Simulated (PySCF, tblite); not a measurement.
**C₆H₁₃GaOSi: geometry, infrared bands and NMR shifts**

Aim: predict the infrared bands and NMR shifts of C₆H₁₃GaOSi (`C=CCC1=[CH][GaH2-][O+]([SiH3])C1`).

Computed with tblite 0.8.0 and PySCF 2.14.0, with density-fitted response routines of our own, on a single molecule in the gas phase. Atoms count from 0, in the outputs and in this text.

## (1) The molecule as given

22 atoms, charge 0, multiplicity 1; geometry from: force field or distance geometry start.

Bonds of the start (Å): C0–C1 1.34, C1–C2 1.49, C2–C3 1.52, C3–C4 1.32, C4–Ga5 1.90, Ga5–O6 1.82, O6–Si7 1.75, O6–C8 1.43, C8–C3 1.52, C0–H9 1.10, C0–H10 1.08, C1–H11 1.08, C2–H12 1.11, C2–H13 1.11, C4–H14 1.09, Ga5–H15 1.62, Ga5–H16 1.60, Si7–H17 1.48, Si7–H18 1.47, Si7–H19 1.47, C8–H20 1.11, C8–H21 1.11.

## (2) Relaxing the molecule with GFN2-xTB

The job: settings as JSON, then the geometry in Å.

```
{"job": {"kind": "relax", "xc": "GFN2-xTB", "basis": "xTB"}, "charge": 0, "multiplicity": 1}
C      1.899700    -1.392000     1.669500
C      2.230000    -1.241000     0.377100
C      1.236500    -1.389500    -0.716700
C      0.228700    -0.250200    -0.692300
C      0.574500     0.978600    -1.021600
Ga    -0.999100     2.026100    -0.808700
O     -1.950500     0.676600    -0.032400
Si    -1.856800     0.962300     1.687800
C     -1.229300    -0.521400    -0.353200
H      0.861400    -1.608600     1.957200
H      2.637600    -1.287600     2.446500
H      3.265700    -1.035100     0.136800
H      0.704600    -2.363400    -0.612400
H      1.755300    -1.383400    -1.703000
H      1.565500     1.291500    -1.343500
H     -0.739400     3.288300     0.180500
H     -1.626700     2.432400    -2.226500
H     -2.591000    -0.111600     2.393000
H     -0.462200     0.960900     2.141800
H     -2.486100     2.248500     2.017900
H     -1.325400    -1.308600     0.426100
H     -1.703400    -0.953400    -1.260900
```

Launch:

```sh
$ OMP_NUM_THREADS=1 python probes_run.py task.json out
```

The driver reads the jobs from task.json and runs them one after another.

**Question.** This job is followed by: GFN2-xTB harmonic vibrations, gas phase; GIAO PBE0/pcSseg-1 NMR shielding, non-relativistic, gas phase. Predict these results of the whole session: strongest single infrared mode (GFN2-xTB); zero-point energy (GFN2-xTB); 13C shifts against TMS (PBE0/pcSseg-1); 1H shifts against TMS (PBE0/pcSseg-1, means over atoms taken as alike); 17O shifts against H2O (PBE0/pcSseg-1); 29Si shifts against TMS (PBE0/pcSseg-1); shieldings of Ga (PBE0/pcSseg-1).

As calculated:

| quantity | value |
| --- | --- |
| strongest single infrared mode (GFN2-xTB) | 1666 cm⁻¹, 676 km/mol |
| zero-point energy (GFN2-xTB) | 99.6 kcal/mol |
| 13C shifts against TMS (PBE0/pcSseg-1) | 151.9, 148.8, 145.6, 121.9, 78.0, 47.7 ppm |
| 1H shifts against TMS (PBE0/pcSseg-1, means over atoms taken as alike) | 6.83, 6.12, 5.43, 5.28, 5.26, 5.03, 4.60, 2.98 ppm |
| 17O shifts against H2O (PBE0/pcSseg-1) | 2.1 ppm |
| 29Si shifts against TMS (PBE0/pcSseg-1) | -21.6 ppm |
| shieldings of Ga (PBE0/pcSseg-1) | Ga5 1369.5 ppm |

What this shows: The optimisation took 200 steps and gained 1.191 eV; among the close pairs (by a distance rule), Ga5–O6 changed most, from 1.825 to 2.117 Å. All 60 modes are real, so the xTB geometry is a minimum. The strongest single mode, at 1666 cm⁻¹, moves mainly H16 and H15. GFN2-xTB is a fitted tight-binding method: band positions and strengths are rough. Its intensities can rank the bands wrongly. At PBE0/pcSseg-1: The largest span, 235 ppm, is at C1, where the paramagnetic term is -219 ppm. Spin-orbit coupling is left out, which matters for shieldings and couplings at and beside the heavy atoms.
